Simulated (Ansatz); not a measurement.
# C2H8GeS: a ladder of functionals and wavefunction methods

An exercise on one series of results from a longer session: the logs are not shown, and one member is left open.

The runs use Ansatz 0.2.0, Gaussian basis; functionals in def2-TZVPP, the program's frozen cores in correlated methods.

Levels to be run: LDA (SPW92), PBE-D4, revPBE-D4, BLYP-D4, r2SCAN-D4, B97M-V, PBE0-D4, B3LYP-D4, r2SCANh-D4, r2SCAN0-D4, HSE06-D4, BHLYP-D4, CAM-B3LYP-D4, LC-ωPBE, ωB97X-V, ωB97M-V, B2PLYP, PBE-QIDH; CCSD(T)/def2-SVP; CCSD(T)/def2-TZVPP; MP2/def2-QZVPP; extrapolation to the limit; RPA on PBE.

## Structure used throughout

An earlier PBE0-D4 in a triple-zeta def2 set relaxation fixed the geometry.

12 atoms, charge 0, spin multiplicity 1.

Atoms are counted from 1 here; the program's logs count them from 0.

Bond lengths: C1–S2 1.813 Å, C1–H5 1.090 Å, C1–H6 1.091 Å, C1–H7 1.090 Å, S2–Ge3 2.219 Å, Ge3–C4 1.952 Å, Ge3–H8 1.538 Å, Ge3–H9 1.544 Å, C4–H10 1.092 Å, C4–H11 1.090 Å, C4–H12 1.091 Å. Angles: S2–C1–H5 106.8°, S2–C1–H6 111.2°, S2–C1–H7 111.7°, H5–C1–H6 108.6°, H5–C1–H7 108.5°, H6–C1–H7 109.9°, C1–S2–Ge3 99.5°, S2–Ge3–C4 111.2°, S2–Ge3–H8 105.3°, S2–Ge3–H9 108.5°, C4–Ge3–H8 111.4°, C4–Ge3–H9 110.1°, H8–Ge3–H9 110.2°, Ge3–C4–H10 110.1°, Ge3–C4–H11 109.8°, Ge3–C4–H12 110.5°, H10–C4–H11 109.1°, H10–C4–H12 108.5° and more.

Set-up of the first run:

in.yaml

```yaml
crystal:
  periodic: [false, false, false]
  atoms:
    - {symbol: C, position_ang: [0.404158, 2.019475, 0.261878]}
    - {symbol: S, position_ang: [-0.755003, 1.368297, -0.971437]}
    - {symbol: Ge, position_ang: [-1.062565, -0.668569, -0.146857]}
    - {symbol: C, position_ang: [0.582889, -1.715349, -0.219142]}
    - {symbol: H, position_ang: [0.598587, 3.058032, -0.005994]}
    - {symbol: H, position_ang: [-0.027715, 1.992676, 1.263081]}
    - {symbol: H, position_ang: [1.349436, 1.476509, 0.251643]}
    - {symbol: H, position_ang: [-2.165334, -1.295653, -1.015522]}
    - {symbol: H, position_ang: [-1.543136, -0.538092, 1.314331]}
    - {symbol: H, position_ang: [0.406101, -2.718145, 0.174290]}
    - {symbol: H, position_ang: [0.926972, -1.792417, -1.250703]}
    - {symbol: H, position_ang: [1.362610, -1.241864, 0.378633]}
basis:
  gaussian: {orbitals: def2-TZVPP}
hamiltonian: {xc: lda}
output: {orbitals: {seedname: orbitals}}
```

The run is started by

```
$ ansatz run in.yaml --threads 4 --pin off --events-out ev --progress --plain --max-ram 10444MiB
```

Steps of the session up to this table: LDA; PBE-D4 (GGA); revPBE-D4 (GGA); BLYP-D4 (GGA); r2SCAN-D4 (meta-GGA); B97M-V (meta-GGA); B3LYP-D4 (hybrid); r2SCANh-D4 (hybrid); r2SCAN0-D4 (hybrid); HSE06-D4 (hybrid); BHLYP-D4 (hybrid); CAM-B3LYP-D4 (range-separated); LC-ωPBE (range-separated); ωB97X-V (range-separated); ωB97M-V (range-separated); B2PLYP (double hybrid); PBE-QIDH (double hybrid).

One table of the session follows, with a row left open; its other results are not shown here.

It belongs to the step «Frontier levels by functional». 

| functional | HOMO (eV) | LUMO (eV) | gap (eV) |
| --- | --- | --- | --- |
| LDA (SPW92) | ? | ? | ? |
| PBE-D4 | -5.41 | -0.42 | 4.98 |
| revPBE-D4 | -5.37 | -0.32 | 5.04 |
| BLYP-D4 | -5.26 | -0.34 | 4.92 |
| r2SCAN-D4 | -5.66 | -0.10 | 5.55 |
| B97M-V | -5.78 | -0.21 | 5.58 |
| PBE0-D4 | -6.61 | 0.49 | 7.10 |
| B3LYP-D4 | -6.38 | 0.22 | 6.60 |
| r2SCANh-D4 | -6.10 | 0.22 | 6.32 |
| r2SCAN0-D4 | -6.78 | 0.69 | 7.46 |
| HSE06-D4 | -6.21 | 0.11 | 6.33 |
| BHLYP-D4 | -7.69 | 1.34 | 9.04 |
| CAM-B3LYP-D4 | -7.93 | 1.46 | 9.39 |
| LC-ωPBE | -9.31 | 2.70 | 12.01 |
| ωB97X-V | -8.97 | 2.52 | 11.49 |
| ωB97M-V | -8.81 | 2.23 | 11.04 |

Q: Estimate the row for LDA (SPW92) from the others.

The run gave: HOMO (eV): -5.50; LUMO (eV): -0.65; gap (eV): 4.85. In the column «HOMO (eV)» it lies between r2SCAN-D4 (-5.66) and PBE-D4 (-5.41).
